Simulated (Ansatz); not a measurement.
# BrH4NSn: the cost of one run

Method: RKS r2SCAN-D4/def2-SVP, in Ansatz 0.2.0.

## Step 1: The starting structure

Bond lengths: N1–Sn2 2.007 Å, Sn2–Br3 2.507 Å, N1–H4 1.101 Å, N1–H5 1.040 Å, Sn2–H6 1.763 Å, Sn2–H7 1.772 Å. Angles: N1–Sn2–Br3 107.8°, N1–Sn2–H6 110.5°, N1–Sn2–H7 109.9°, Br3–Sn2–H6 110.3°, Br3–Sn2–H7 109.7°, H6–Sn2–H7 108.7°, Sn2–N1–H4 104.3°, Sn2–N1–H5 111.1°, H4–N1–H5 104.6°.

Coordinates:

```xyz
7

N    -1.2027    0.0819   -0.5860
Sn    0.5161    0.0281    0.4498
Br    0.7464   -2.2665    1.4328
H    -1.2054    1.0773   -1.0561
H    -1.1803   -0.5842   -1.3840
H     0.5049    1.2418    1.7287
H     1.8823    0.3536   -0.6308
```

## Step 2: End point A

The input, input.yaml:

```yaml
crystal:
  periodic: [false, false, false]
  atoms:
    - { symbol: "N", position_ang: [-1.2027, 0.0819, -0.586] }
    - { symbol: Sn, position_ang: [0.5161, 0.0281, 0.4498] }
    - { symbol: Br, position_ang: [0.7464, -2.2665, 1.4328] }
    - { symbol: H, position_ang: [-1.2054, 1.0773, -1.0561] }
    - { symbol: H, position_ang: [-1.1803, -0.5842, -1.384] }
    - { symbol: H, position_ang: [0.5049, 1.2418, 1.7287] }
    - { symbol: H, position_ang: [1.8823, 0.3536, -0.6308] }
basis:
  gaussian: { orbitals: def2-SVP }
hamiltonian:
  xc: r2scan
  dispersion: d4
relax:
  f_tol: 0.02
  max_steps: 50
```

On the command line:

```
$ ansatz run input.yaml --threads 2 --pin off --max-ram 3072MiB --backend cpu --events-out ev --progress --plain --runs-dir out
```

Q: Estimate wall time and peak memory on 2 threads of Arm Neoverse V2, shared host.

About 55 s, with a peak of 0.16 GiB.
